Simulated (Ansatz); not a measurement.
Runs of Ansatz 0.2.0 on CsLi2. Symmetry: P-6m2, No. 187, hexagonal system. The conventional cell has a = 3.966 Å, b = 3.966 Å, c = 10.028 Å, α = 90.00°, β = 90.00°, γ = 120.00°. Around Cs (site symmetry -6m2) lie 6 Cs at 3.97 Å and 6 Li at 4.18 Å. Li (site symmetry 3m) is surrounded by 1 Li at 3.04 Å. The cell was built by a generator and needn't be a form met in nature.

```csv
task,level,spin,cell,k mesh,points for each segment of the path,gap on the mesh (eV),pressure (GPa),relaxed volume (Å³/atom),largest force (eV/Å)
relaxation of the atoms,PBE,off,atoms relaxed,8 × 8 × 3,-,none,0.0,-,0.01
band structure,PBEsol,"SOC, no magnetisation",as given,6 × 6 × 3,14,none,-0.3,-,0.01
relaxation of cell and atoms,PBEsol,off,relaxed,6 × 6 × 3,-,none,0.0,42.07,-
relaxation of cell and atoms,PBE,off,relaxed,8 × 8 × 3,-,none,0.0,(a),0.01
```

Alike in all rows: potentials or basis Ansatz PAW; cutoff (eV) 420; smearing fermi-dirac 0.05 eV.

Problem. Estimate the missing entries.

Solution. (a) 45.48.

Caveats: the PAW data sets come from PBE, with cores solved anew for the run's functional, which leaves a small shift of forces and pressure (some runs); the plane-wave basis is chosen anew once the cell has moved, so the energies of steps on either side of that aren't comparable (some runs); the thresholds are loose for stress (some runs).

A k mesh can miss the band edges, and rows without SOC leave out spin-orbit coupling on Cs.

A gap of «none» marks a metal or a gap under the smearing width.
